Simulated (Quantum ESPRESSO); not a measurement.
**Sn3Se under changes of volume**

One of the cells (26.013 Å³/atom); the others are scaled copies at fixed shape and fractional positions:

```
CELL_PARAMETERS angstrom
0.00000 3.73314 3.73314
3.73314 0.00000 3.73314
3.73314 3.73314 0.00000
ATOMIC_POSITIONS crystal
Sn 0.50000 0.50000 0.50000
Sn 0.75000 0.75000 0.75000
Sn 0.25000 0.25000 0.25000
Se 0.00000 0.00000 0.00000
```

The cell comes from a database or a generator and needn't be the stable form of this composition.

| Property | Result |
| --- | --- |
| Program | Quantum ESPRESSO 7.5 |
| Functional | LDA |
| Potentials or basis | GBRV 1.5 LDA |
| Cutoff | 925 eV |
| Density cutoff | 7401 eV |
| k mesh | 6 × 6 × 6 |
| Occupations | fermi-dirac, width 0.05 eV |
| Spin | no spin polarisation |

| volume (Å³/atom) | energy over the lowest point (meV/atom) | pressure (GPa) |
| --- | --- | --- |
| 24.452 | 0.00 | -1.8 |
| 24.973 | ? | ? |
| 25.493 | 17.40 | -3.8 |
| 26.013 | 30.72 | -4.7 |
| 26.533 | 46.67 | -5.4 |
| 27.054 | 64.85 | -6.1 |
| 27.574 | 85.02 | -6.7 |

**Question.** What does the run at 24.973 Å³/atom give?

**Answer.** Energy over the lowest point 6.98 meV/atom; pressure -2.9 GPa.

Worked out: A Birch-Murnaghan fit of order 3 (a polynomial in V^(-2/3)) to the other rows has its minimum at 23.81 Å³/atom, just outside them, with B0 = V·E''(V) = 64 GPa and B' = 5.0. It gives 7.02 meV/atom at 24.973 Å³/atom, against the run's 6.98, and -dE/dV = -2.7 GPa, against -2.9.

Energies are extrapolated to zero smearing.
